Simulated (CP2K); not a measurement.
**Two attempts at CH8N2SiTe (SMILES NC(N)([SiH3])[TeH])**

Aim: energy and forces of CH8N2SiTe at GFN0-xTB.

The results are computed with CP2K 2026.2.

3 further runs of the same task are left out: 1 that didn't finish, 2 set aside as unsound or not needed.

### Step 1. The system as given

The species is CH8N2SiTe (13 atoms), meant as a singlet with charge 0. SMILES: `NC(N)([SiH3])[TeH]`. The shape comes from a force field and isn't a relaxed structure. This is one conformer, not always the lowest.

Bond lengths: N1–C2 1.403 Å, C2–N3 1.449 Å, C2–Si4 1.927 Å, C2–Te5 2.149 Å, N1–H6 1.102 Å, N1–H7 1.020 Å, N3–H8 1.021 Å, N3–H9 1.097 Å, Si4–H10 1.449 Å, Si4–H11 1.504 Å, Si4–H12 1.424 Å, Te5–H13 1.676 Å. Some angles: N1–C2–N3 107.4°, N1–C2–Si4 112.0°, N1–C2–Te5 110.3°, N3–C2–Si4 109.8°, N3–C2–Te5 110.9°, Si4–C2–Te5 106.5°, C2–N1–H6 110.4°, C2–N1–H7 112.7°, C2–N3–H8 108.8°, C2–N3–H9 108.3°.

### Step 2. Try one

Contents of job.inp:

```
&GLOBAL
   PROJECT job
   RUN_TYPE ENERGY_FORCE
   PRINT_LEVEL MEDIUM
&END GLOBAL
&FORCE_EVAL
   METHOD QS
   &DFT
      &QS
         METHOD XTB
         EPS_DEFAULT 1.0E-10
         &XTB
            GFN_TYPE 0
            CHECK_ATOMIC_CHARGES F
         &END XTB
      &END QS
      &POISSON
         PERIODIC NONE
         POISSON_SOLVER ANALYTIC
      &END POISSON
      &SCF
         SCF_GUESS ATOMIC
         EPS_SCF 1.0E-06
         MAX_SCF 150
         ADDED_MOS 8
         &DIAGONALIZATION
            ALGORITHM STANDARD
         &END DIAGONALIZATION
         &MIXING
            METHOD DIRECT_P_MIXING
            ALPHA 0.4
         &END MIXING
         &SMEAR ON
            METHOD FERMI_DIRAC
            ELECTRONIC_TEMPERATURE [K] 300
         &END SMEAR
      &PRINT
         &MOMENTS
            PERIODIC F
            REFERENCE COM
            MAX_MOMENT 1
         &END MOMENTS
         &MO ON
            ENERGIES T
            OCCUPATION_NUMBERS T
            NDIGITS 6
            &EACH
               QS_SCF 0
            &END EACH
            ADD_LAST NUMERIC
         &END MO
         &HIRSHFELD OFF
         &END HIRSHFELD
      &END PRINT
   &END DFT
   &SUBSYS
      &CELL
         ABC 12.2 11.5 12.3
         PERIODIC NONE
      &END CELL
      &COORD
         N     -1.658200     0.362000    -0.079900
         C     -0.317100     0.140100     0.266800
         N     -0.293300    -0.931900     1.240900
         Si     0.752000    -0.343300    -1.261200
         Te     0.551900     1.931400     1.075700
         H     -1.735200     1.181200    -0.812800
         H     -2.090400    -0.450200    -0.521300
         H     -0.768500    -0.617900     2.088400
         H      0.733400    -1.035500     1.612700
         H      0.632100     0.732000    -2.225700
         H      0.091900    -1.575000    -1.818300
         H      2.094400    -0.598300    -0.858800
         H      2.027400     1.170800     1.308300
      &END COORD
      &TOPOLOGY
         &CENTER_COORDINATES
         &END CENTER_COORDINATES
      &END TOPOLOGY
   &END SUBSYS
   &PRINT
      &FORCES ON
      &END FORCES
   &END PRINT
&END FORCE_EVAL
```

Started as:

```console
OMP_NUM_THREADS=1 cp2k.psmp job.inp > job.out
```

Output:

```text
Possible matches for unknown subsection

 MOMENTS

   subsection MOMENTS in section %__ROOT__%FORCE_EVAL%DFT%ENERGY_CORRECTION%PRINT score:  110
   subsection MOMENTS in section %__ROOT__%FORCE_EVAL%DFT%REAL_TIME_PROPAGATION%PRINT score:  110
   subsection MOMENTS in section %__ROOT__%FORCE_EVAL%DFT%PRINT score:  110
   subsection MOMENTS_FT in section %__ROOT__%FORCE_EVAL%DFT%REAL_TIME_PROPAGATION%PRINT score:  107
   enum SILENT in section %__ROOT__%GLOBAL%PRINT for keyword _SECTION_PARAMETERS_ score:  106

 *******************************************************************************
 *   ___                                                                       *
 *  /   \                                                                      *
 * [ABORT]                                                                     *
 *  \___/               unknown subsection MOMENTS of section PRINT            *
 *    |                                                                        *
 *  O/|                                                                        *
 * /| |                                                                        *
 * / \                                               input/input_parsing.F:192 *
 *******************************************************************************

 ===== Routine Calling Stack =====

            6 section_vals_parse
            5 section_vals_parse
            4 section_vals_parse
            3 section_vals_parse
            2 section_vals_parse
            1 read_input

Program received signal SIGABRT: Process abort signal.

Backtrace for this error:
#0  0x537d2da8f957 in ???
#1  0x537d4e344cac in __pthread_kill_implementation
#2  0x537d4e2ebfb7 in raise
#3  0x537d4e2d5d37 in abort
#4  0x537d2e162d83 in ???
#5  0x537d2e164297 in ???
#6  0x537d2e2d3e77 in ???
#7  0x537d2e2d38f7 in ???
#8  0x537d2e2d38f7 in ???
#9  0x537d2e2d38f7 in ???
#10  0x537d2e2d38f7 in ???
#11  0x537d2dba9807 in ???
#12  0x537d2e414e8b in ???
#13  0x537d2e419d0b in ???
#14  0x537d2db30db3 in ???
#15  0x537d2db2ef13 in ???
#16  0x537d4e2d6573 in __libc_start_call_main
#17  0x537d4e2d6657 in __libc_start_main_impl
#18  0x537d2db2f06f in ???
#19  0xffffffffffffffff in ???
```

It took 0.32 s on 1 thread of Arm Neoverse V2, shared host.

### Step 3. What went wrong

The input was rejected.

The telling line is `\___/               unknown subsection MOMENTS of section PRINT`. What is wrong: a section of the input isn't closed.

### Step 4. Try two

Contents of gas.inp:

```
&GLOBAL
 PROJECT gas
 RUN_TYPE ENERGY_FORCE
 PRINT_LEVEL MEDIUM
&END GLOBAL

&FORCE_EVAL
 METHOD Quickstep
 &DFT
  &QS
   METHOD XTB
   EPS_DEFAULT 1.0E-10
   &XTB
    GFN_TYPE 0
    CHECK_ATOMIC_CHARGES F
   &END XTB
  &END QS
  # no periodic images
  &POISSON
   PERIODIC NONE
   POISSON_SOLVER ANALYTIC
  &END POISSON
  # SCF settings
  &SCF
   SCF_GUESS ATOMIC
   EPS_SCF 1.0E-06
   MAX_SCF 150
   ADDED_MOS 8
   &DIAGONALIZATION
    ALGORITHM STANDARD
   &END DIAGONALIZATION
   &MIXING
    METHOD DIRECT_P_MIXING
    ALPHA 0.4
   &END MIXING
   &SMEAR ON
    METHOD FERMI_DIRAC
    ELECTRONIC_TEMPERATURE [K] 300
   &END SMEAR
  &END SCF
  # extra output
  &PRINT
   &MOMENTS
    PERIODIC F
    REFERENCE COM
    MAX_MOMENT 1
   &END MOMENTS
   &MO ON
    ENERGIES T
    OCCUPATION_NUMBERS T
    NDIGITS 6
    &EACH
     QS_SCF 0
    &END EACH
    ADD_LAST NUMERIC
   &END MO
   &HIRSHFELD OFF
   &END HIRSHFELD
  &END PRINT
 &END DFT
 # structure
 &SUBSYS
  &CELL
   ABC 12.2 11.5 12.3
   PERIODIC NONE
  &END CELL
  &COORD
   N     -1.658200     0.362000    -0.079900
   C     -0.317100     0.140100     0.266800
   N     -0.293300    -0.931900     1.240900
   Si     0.752000    -0.343300    -1.261200
   Te     0.551900     1.931400     1.075700
   H     -1.735200     1.181200    -0.812800
   H     -2.090400    -0.450200    -0.521300
   H     -0.768500    -0.617900     2.088400
   H      0.733400    -1.035500     1.612700
   H      0.632100     0.732000    -2.225700
   H      0.091900    -1.575000    -1.818300
   H      2.094400    -0.598300    -0.858800
   H      2.027400     1.170800     1.308300
  &END COORD
  &TOPOLOGY
   &CENTER_COORDINATES
   &END CENTER_COORDINATES
  &END TOPOLOGY
 &END SUBSYS
 # extra output
 &PRINT
  &FORCES ON
  &END FORCES
 &END PRINT
&END FORCE_EVAL
```

Started as:

```console
OMP_NUM_THREADS=1 cp2k.psmp -i gas.inp -o gas.out
```

Output:

```text
CP2K| version string:                                       CP2K version 2026.2
[...]
 GLOBAL| Method name                                                        CP2K
[...]
 GLOBAL| Run type                                                   ENERGY_FORCE
[...]
                             - Atoms:                                         13
[...]
                             - Spherical basis functions:                     46
[...]
 Number of electrons:                                                         32
[...]
  Fermi energy:                                                -0.31141357380652
[...]
 TB_DIPOLE| Moment [Debye]          0.59418236      -1.24639364      -1.65885903
 TB_DIPOLE| Derivative [a.u.]       0.00000000       0.00000000       0.00000000
[...]
 ENERGY| Total FORCE_EVAL ( QS ) energy [hartree]            -17.371065844412737
 FORCES| Atomic forces [hartree/bohr]
 FORCES|   Atom     x               y               z               |f|
 FORCES|      1 -3.61754571E-02  4.13991463E-02 -3.88068306E-02   6.72943022E-02
 FORCES|      2  3.04633253E-02 -2.92759500E-02 -7.67846373E-03   4.29424527E-02
 FORCES|      3  4.30862551E-02  6.95112159E-03  2.30335970E-02   4.93486582E-02
 FORCES|      4 -1.70989143E-02 -6.30333080E-03 -2.11415388E-04   1.82249704E-02
 FORCES|      5  1.86714208E-02  1.36074956E-02  8.92848890E-03   2.47690090E-02
 FORCES|      6  2.76405125E-03 -3.40750515E-02  3.03635567E-02   4.57241150E-02
 FORCES|      7  2.94937008E-03  1.16884646E-03  3.33826817E-03   4.60532520E-03
 FORCES|      8 -7.91835638E-03 -5.22878742E-03 -1.16976499E-03   9.56080205E-03
 FORCES|      9 -3.76650377E-02 -1.41094930E-03 -1.98723609E-02   4.26093484E-02
 FORCES|     10  5.36915236E-04  1.49192362E-05 -5.12987500E-04   7.42735976E-04
 FORCES|     11  6.62195232E-03  9.57415102E-03  4.12204772E-03   1.23493278E-02
 FORCES|     12  7.00431834E-03 -1.81900841E-03  1.44694365E-03   7.37989925E-03
 FORCES|     13 -1.32398431E-02  5.39739712E-03 -2.98107901E-03   1.46052104E-02
[...]
```

It took 0.34 s on 1 thread of Arm Neoverse V2, shared host.

### Step 5. Results

At GFN0-xTB:

| quantity | value |
| --- | --- |
| total energy | -17.37107 Eh |
| dipole moment (from atomic charges alone) | 2.16 D |
| HOMO energy | -10.67 eV |
| LUMO energy | -7.60 eV |
| HOMO–LUMO gap | 3.07 eV |
| dispersion energy | -12.93 kJ/mol |
| largest force on an atom | 3.460 eV/Å |

What this shows: The dipole comes from point charges on the atoms alone, without atomic dipoles, so it is partial. The largest force is 3.46 eV/Å: the shape isn't a stationary point for this species at this level.
